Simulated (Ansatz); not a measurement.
# ClFGeH2N: the cost of one run

Computed with Ansatz 0.2.0, Gaussian basis. Level: the settings change from run to run.

**1. The geometry**

The geometry comes from an earlier relaxation with PBE0-D4 in a triple-zeta def2 set; it is a stationary point.

SMILES `[NH2][Ge]([F])[Cl]`, 6 atoms, charge 0, spin multiplicity 2.

Atoms are counted from 1 here; the program's logs count them from 0.

Bond lengths: N1–Ge2 1.833 Å, N1–H5 1.013 Å, N1–H6 1.012 Å, Ge2–F3 1.741 Å, Ge2–Cl4 2.161 Å. Angles: Ge2–N1–H5 114.0°, Ge2–N1–H6 114.9°, H5–N1–H6 109.8°, N1–Ge2–F3 103.1°, N1–Ge2–Cl4 107.4°, F3–Ge2–Cl4 107.9°.

Coordinates:

```xyz
6

N     0.0061    0.9495   -0.1660
Ge   -0.2454   -0.7660    0.4288
F     1.3182   -1.1967    1.0608
Cl   -0.6239   -2.0000   -1.3044
H     0.3924    1.5745    0.5314
H    -0.8053    1.3748   -0.5968
```

**2. B3LYP/aug-cc-pVTZ**

Options: multiplicity 4, D3(BJ) dispersion.

File in.yaml:

```yaml
crystal:
  periodic: [false, false, false]
  atoms:
    - {symbol: N, position_ang: [0.006099, 0.949491, -0.165969]}
    - {symbol: Ge, position_ang: [-0.245387, -0.765987, 0.428783]}
    - {symbol: F, position_ang: [1.318166, -1.196693, 1.060813]}
    - {symbol: Cl, position_ang: [-0.623940, -2.000026, -1.304409]}
    - {symbol: H, position_ang: [0.392412, 1.574504, 0.531441]}
    - {symbol: H, position_ang: [-0.805251, 1.374809, -0.596760]}
basis:
  gaussian: {orbitals: aug-cc-pVTZ}
magnetization: {spin_polarized: true, initial_magnetization: 3}
hamiltonian: {xc: {name: B3LYP}, dispersion: d3bj}
```

On the command line:

```console
$ ansatz run in.yaml --threads 2 --pin off --events-out ev --progress --plain --max-ram 22528MiB --backend cpu
```

What time and memory should one allow on 2 threads of AMD EPYC 7R13, shared host?

About 40 s, with a peak of 1.1 GiB.
